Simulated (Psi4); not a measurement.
**A workflow on BH2SOF (SMILES OB(F)S)**

Aim: a geometry optimisation (r2SCAN-3c/def2-mTZVPP), then the harmonic vibrations of BH2SOF. 

The calculation is run with Psi4 1.11.

## 1. The molecule

BH2SOF: 6 atoms, total charge 0, spin state singlet. SMILES: `OB(F)S`. The shape is that of a GFN2-xTB optimisation. This is one conformer, not always the lowest. The run starts from this shape.

Bond lengths: O1–B2 1.328 Å, B2–F3 1.342 Å, B2–S4 1.799 Å, O1–H5 0.958 Å, S4–H6 1.328 Å. Angles: O1–B2–F3 120.2°, O1–B2–S4 120.8°, F3–B2–S4 119.1°, B2–O1–H5 117.8°, B2–S4–H6 95.8°.

## 2. A geometry optimisation at r2SCAN-3c/def2-mTZVPP (density fitting) (run 1)

bfh2os.inp reads:

```
memory 1600 mb

molecule mol {
  0 1
  O      1.262180     0.661290    -0.154460
  B      0.132710    -0.021480    -0.005410
  F      0.165960    -1.353650     0.149750
  S     -1.457890     0.819010    -0.008680
  H      2.085120     0.170590    -0.147620
  H     -2.188080    -0.275760     0.166420
  symmetry c1
}

set globals {
  geom_maxiter 60
}

E, wfn = optimize('r2scan-3c', return_wfn=True)
```

On the command line:

```console
psi4 bfh2os.inp bfh2os.out -n 1
```

bfh2os.out:

```text
[...]
  Running in c1 symmetry.
[...]
  Nuclear repulsion =  147.245742812104993
[...]
  Multiplicity = 1
[...]
  Nalpha       = 20
  Nbeta        = 20
[...]
    Number of basis functions: 104
[...]
   @DF-RKS iter   1:  -599.16738791167609   -1.91321e-01   8.06218e-03 ADIIS/DIIS
[...]
   @DF-RKS iter   8:  -599.42058495101992   -7.95808e-13   3.61448e-09 DIIS
[...]
    Orbital Energies [Eh]
    ---------------------
    Doubly Occupied:
       1A    -88.566374     2A    -24.501459     3A    -18.990562
       4A     -7.862802     5A     -6.727794     6A     -5.809334
       7A     -5.805316     8A     -5.801198     9A     -1.181449
      10A     -1.015816    11A     -0.714605    12A     -0.553419
      13A     -0.511245    14A     -0.440198    15A     -0.432105
      16A     -0.395212    17A     -0.356458    18A     -0.343443
      19A     -0.318445    20A     -0.252918
[...]
  @DF-RKS Final Energy:  -599.42058495101992
   => Energetics <=
    Nuclear Repulsion Energy =            145.8017619838091719
    One-Electron Energy =               -1117.5738765764940581
    Two-Electron Energy =                 421.8632004850755948
    DFT Exchange-Correlation Energy =     -49.5201276115178146
    Empirical Dispersion Energy =           0.0084567681071732
    VV10 Nonlocal Energy =                  0.0000000000000000
    Total Energy =                       -599.4205849510199187
[...]
 Multipole Moments:
 ------------------------------------------------------------------------------------
     Multipole            Electronic (a.u.)      Nuclear  (a.u.)        Total (a.u.)
 ------------------------------------------------------------------------------------
 L = 1.  Multiply by 2.5417464519 to convert [e a0] to [Debye]
 Dipole X            :          0.8070282           -0.4591133            0.3479149
 Dipole Y            :         -1.6411099            1.2510793           -0.3900306
 Dipole Z            :          0.1450606           -0.1201195            0.0249411
 Magnitude           :                                                    0.5232501
[...]
  -Total Gradient:
     Atom            X                  Y                   Z
    ------   -----------------  -----------------  -----------------
       1       -0.000018926350     0.000391136206    -0.000051456940
       2        0.000043325338     0.000369637085    -0.000027522560
       3       -0.000048375271     0.000407759115    -0.000051217151
       4       -0.000044837297     0.000366446801    -0.000045634041
       5       -0.000002031466     0.000311971785    -0.000037592359
       6        0.000003796798     0.000409190226    -0.000049044185
[...]
    Final optimized geometry and variables:
    Molecular point group: c1
    Full point group: C1
    Geometry (in Angstrom), charge = 0, multiplicity = 1:
    O            1.536060298704     0.549451016424    -0.158576479894
    B            0.405563240464    -0.179816526577    -0.003368920282
    F            0.457400016042    -1.510030795812     0.150683650931
    S           -1.192790869728     0.696632684156    -0.009713621915
    H            2.341742338968     0.020089386077    -0.145142852529
    H           -1.932939448393    -0.410418010763     0.166299887556
    Psi4 run time: 0:00:54.76
[...]
```

On the terminal:

```text
Optimizer: Optimization complete!
```

It took 56 s on 1 thread of Intel Xeon 6975P-C (Granite Rapids), shared host; peak memory 1.1 GiB.

The path in brief:

```
step  energy from the first frame kept (eV)  largest force (eV/Å)
   0                                 0.0000                1.2568
   1                                -0.0335                0.4946
   2                                -0.0374                0.1692
   3                                -0.0378                0.0685
   4                                -0.0377                0.0602
   5                                -0.0378                0.0213
```

After the run. Bond lengths: O1–B2 1.354 Å, B2–F3 1.340 Å, B2–S4 1.823 Å, O1–H5 0.964 Å, S4–H6 1.343 Å. Angles: O1–B2–F3 121.0°, O1–B2–S4 118.2°, F3–B2–S4 120.8°, B2–O1–H5 113.6°, B2–S4–H6 95.0°.

## 3. Vibrational wavenumbers at r2SCAN-3c/def2-mTZVPP (density fitting) (run 2)

input.in reads:

```
memory 1600 MB

molecule {
  0 1
  O
  B 1 r2
  F 2 r3 1 a3
  S 2 r4 3 a4 1 d4
  H 1 r5 2 a5 3 d5
  H 4 r6 2 a6 3 d6

  r2 = 1.354232
  r3 = 1.340108
  a3 = 121.02543
  r4 = 1.822893
  a4 = 120.76834
  d4 = 179.98781
  r5 = 0.96412
  a5 = 113.59895
  d5 = -0.00356
  r6 = 1.343266
  a6 = 94.95813
  d6 = 0.00657
  units angstrom
}

set t 298.15
set rotational_symmetry_number 1

e_tot = freq("r2scan-3c")
```

On the command line:

```console
psi4 -n 1 input.in input.out
```

input.out, shortened:

```text
[...]
  Running in c1 symmetry.
[...]
  Nuclear repulsion =  145.801757554136316
[...]
  Multiplicity = 1
[...]
  Nalpha       = 20
  Nbeta        = 20
[...]
    Number of basis functions: 104
[...]
   @DF-RKS iter   1:  -599.17659236741690   -2.42735e-01   7.93513e-03 DIIS/ADIIS
[...]
   @DF-RKS iter  12:  -599.42058256386417   -5.00222e-12   5.10935e-09 DIIS
[...]
  @DF-RKS Final Energy:  -599.42058256386417
   => Energetics <=
    Nuclear Repulsion Energy =            145.8188535848803724
    One-Electron Energy =               -1117.6056385868216694
    Two-Electron Energy =                 421.8788146228772575
    DFT Exchange-Correlation Energy =     -49.5210670381291322
    Empirical Dispersion Energy =           0.0084548533290539
    VV10 Nonlocal Energy =                  0.0000000000000000
    Total Energy =                       -599.4205825638641727
[...]
 Multipole Moments:
[...]
  -Total Gradient:
     Atom            X                  Y                   Z
    ------   -----------------  -----------------  -----------------
       1       -0.000006311433    -0.000198863310    -0.000567708540
       2        0.000018673765     0.000130118357    -0.000267204490
       3       -0.000005933903     0.000371010527    -0.000172012997
       4       -0.000005035885     0.000041677692     0.000617909377
       5       -0.000000872654     0.000941421850     0.000270515584
       6       -0.000000428879     0.000651633940    -0.001070975105
[...]
  ==> Harmonic Vibrational Analysis <==
[...]
  Freq [cm^-1]                 301.6101            319.5489            397.0410
[...]
  IR activ [km/mol]             1.0452              1.6130             17.4497
[...]
  Freq [cm^-1]                 488.6811            588.9215            649.9116
[...]
  IR activ [km/mol]            75.0336             74.9115             53.1898
[...]
  Freq [cm^-1]                 847.1239            978.4212           1255.0819
[...]
  IR activ [km/mol]            18.7955             146.5464            331.1192
[...]
  Freq [cm^-1]                1392.8513           2722.9822           3841.9846
[...]
  IR activ [km/mol]            305.9533             1.1129             99.8441
[...]
  Total E_0, Enthalpy at 0 [K]                                                         -599.38918233 [Eh]
[...]
  Total H, Enthalpy at  298.15 [K]                                                     -599.38361867 [Eh]
[...]
```

On the terminal:

```text
Warning: used thermodynamics relations inappropriate for low-frequency modes: ['301.6101' '319.5489' '397.0410' '488.6811' '588.9215']
```

Run time: 5.5 min. Hardware: 1 thread of Intel Xeon 6975P-C (Granite Rapids), shared host; peak memory 1.1 GiB.

## 4. Summary of results

```
                                                                               quantity             value
                                  run 1, r2SCAN-3c/def2-mTZVPP: total energy at the end     -599.42058 Eh
                                            run 1, r2SCAN-3c/def2-mTZVPP: dipole moment            1.33 D
                                              run 1, r2SCAN-3c/def2-mTZVPP: HOMO energy          -6.88 eV
                                              run 1, r2SCAN-3c/def2-mTZVPP: LUMO energy           0.10 eV
                                            run 1, r2SCAN-3c/def2-mTZVPP: HOMO–LUMO gap           6.98 eV
                               run 2, r2SCAN-3c/def2-mTZVPP: lowest harmonic wavenumber          302 cm⁻¹
                              run 2, r2SCAN-3c/def2-mTZVPP: highest harmonic wavenumber         3842 cm⁻¹
                                        run 2, r2SCAN-3c/def2-mTZVPP: zero-point energy       82.4 kJ/mol
run 2, r2SCAN-3c/def2-mTZVPP: ideal-gas entropy at 298.15 K (symmetry number 1 as used)  69.9 cal/(mol K)
```

What this shows: The optimisation (run 1, r2SCAN-3c/def2-mTZVPP) took 6 steps and changed the energy by -0.038 eV. All 12 modes (run 2, r2SCAN-3c/def2-mTZVPP) are real, so the shape is a minimum at this level.
